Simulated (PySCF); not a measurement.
# SiH2O2F (SMILES O[Si](O)F) at ROHF/aug-pcseg-1 (density fitting with aug-cc-pvtz-jkfit)

What is the electrostatic solvation energy at fixed shape (SS(V)PE, water) of SiH2O2F at ROHF/aug-pcseg-1 (density fitting with aug-cc-pvtz-jkfit)? The job is set up through a Python script.

Program for the calculation: PySCF 2.14.0.

2 further runs of the same task are left out: 2 set aside as unsound or not needed.

**1. The structure to begin with**

The species is SiH2O2F (6 atoms), meant as a doublet with charge 0. SMILES: `O[Si](O)F`. The shape is that of a PBE0-D4/def2-TZVP optimisation. This is one conformer, not always the lowest.

Bond lengths: O1–Si2 1.630 Å, Si2–O3 1.639 Å, Si2–F4 1.594 Å, O1–H5 0.959 Å, O3–H6 0.959 Å. Angles: O1–Si2–O3 107.8°, O1–Si2–F4 105.4°, O3–Si2–F4 111.3°, Si2–O1–H5 117.1°, Si2–O3–H6 117.8°.

**2. Energy and forces at ROHF/aug-pcseg-1 (density fitting with aug-cc-pvtz-jkfit)**

Input file calc.py:

```python
import pyscf.grad
from pyscf import gto

mol = gto.M(
    atom='''
O     -1.676754     1.950197    -1.183535
Si     0.723576     0.049511    -0.843763
O      0.654412    -1.059569     2.047329
F      0.301222    -2.142760    -2.865392
H     -1.987236     3.134678     0.153257
H      2.064148    -2.053376     2.604987
''',
    max_memory=1860,
    charge=0,
    spin=1,
    unit='bohr',
    symmetry=True,
    basis='aug-pcseg-1',
    verbose=4,
)

myscf = mol.ROHF()
myscf = myscf.density_fit(auxbasis='aug-cc-pvtz-jkfit')
myscf.max_cycle = 100
myscf.kernel()
if not myscf.converged:
    myscf = myscf.newton().run(myscf.mo_coeff, myscf.mo_occ)

energy = myscf.e_tot
print(f'total energy: {energy:.8f} hartree')
grad = myscf.Gradients().kernel()
myscf.analyze()
```

On the command line:

```
$ OMP_NUM_THREADS=1 python calc.py
```

Standard output:

```text
PySCF version 2.14.0

[... 68 lines left out ...]
total energy: -539.30238261 hartree
[... 14 lines left out ...]
Nuclear Repulsion Energy =             177.531825561362297
[... 1 line left out ...]
Two-electron Energy =                  385.219784915438026
[... 1 line left out ...]
DFT Exchange-Correlation Energy =      -47.766791872910005
[... 4 lines left out ...]
MO #2   energy= -26.2728516571396  | -26.2739133231511  | -26.2717899911281  occ= 2
[... 2 lines left out ...]
MO #114 energy= 4.02417577322792   | 4.02360435023201   | 4.02474719619528   occ= 0
[... 123 lines left out ...]
Dipole moment(X, Y, Z, Debye):  1.67234,  0.96229,  2.03717
```

It took 5.4 s on 1 thread of Arm Neoverse V1, shared host; peak memory 0.26 GiB.

**3. Energy and gradient at ROHF/aug-pcseg-1 (density fitting with aug-cc-pvtz-jkfit, SS(V)PE water)**

Input file input.py:

```python
import pyscf.grad
from pyscf import gto, scf, solvent

mol = gto.M(
    atom='''
O     -1.676754     1.950197    -1.183535
Si     0.723576     0.049511    -0.843763
O      0.654412    -1.059569     2.047329
F      0.301222    -2.142760    -2.865392
H     -1.987236     3.134678     0.153257
H      2.064148    -2.053376     2.604987
''',
    symmetry=True,
    unit='bohr',
    spin=1,
    basis='aug-pcseg-1',
    charge=0,
    max_memory=1860,
    verbose=4,
)

mf = scf.ROHF(mol)
mf = mf.density_fit(auxbasis='aug-cc-pvtz-jkfit')
mf = mf.PCM()
mf.with_solvent.method = 'SS(V)PE'
mf.with_solvent.eps = 78.3553
mf.max_cycle = 100
mf.kernel()
if not mf.converged:
    mf = mf.newton().run(mf.mo_coeff, mf.mo_occ)

e_final = mf.e_tot
print('Final energy', e_final)
grad = mf.Gradients().kernel()
mf.analyze()
```

On the command line:

```
$ OMP_NUM_THREADS=1 python input.py
```

Standard output:

```text
PySCF version 2.14.0

[... 43 lines left out ...]
WARN: PCM is an experimental feature. It is still in testing.
[... 17 lines left out ...]
Solvent Energy = -0.0133904601686815
[... 11 lines left out ...]
Solvent Energy = -0.0155423964197093
[... 11 lines left out ...]
Solvent Energy = -0.015570919532753
[... 11 lines left out ...]
Solvent Energy = -0.0155703466337534
[... 17 lines left out ...]
Total Energy =                        -539.316211673503176
[... 2 lines left out ...]
Two-electron Energy =                  385.329338310943285
[... 5 lines left out ...]
MO #1   energy= -68.8430382110784  | -68.846520033817   | -68.8395563883399  occ= 2
[... 3 lines left out ...]
MO #114 energy= 4.03282389083687   | 4.03225329965832   | 4.03339448200853   occ= 0
[... 123 lines left out ...]
Dipole moment(X, Y, Z, Debye):  2.10126,  1.14154,  2.46132
```

Run time: 19 s. Hardware: 1 thread of Arm Neoverse V1, shared host; peak memory 0.52 GiB.

**4. Summary of results**

Level: ROHF/aug-pcseg-1 (density fitting with aug-cc-pvtz-jkfit).

| quantity | value |
| --- | --- |
| gas phase: total energy | -539.30238 Eh |
| gas phase: dipole moment | 2.81 D |
| gas phase: ⟨S²⟩ | 0.750 |
| gas phase: largest force on an atom | 0.920 eV/Å |
| SS(V)PE, water: total energy | -539.31621 Eh |
| SS(V)PE, water: dipole moment | 3.43 D |
| SS(V)PE, water: solvent term in the energy | -40.9 kJ/mol |
| SS(V)PE, water: ⟨S²⟩ | 0.750 |
| SS(V)PE, water: largest force on an atom | 1.028 eV/Å |
| energy change from gas to solvent at fixed shape | -0.376 eV |

In words: The solvent model (SS(V)PE, water) lowers the energy by 0.38 eV (−8.7 kcal/mol) at the same shape. It holds the electrostatic part alone, without cavity or dispersion terms. The largest force (SS(V)PE, water) is 1.03 eV/Å: the shape isn't a stationary point for this species at this level. The largest force (gas phase) is 0.92 eV/Å: the shape isn't a stationary point for this species at this level.
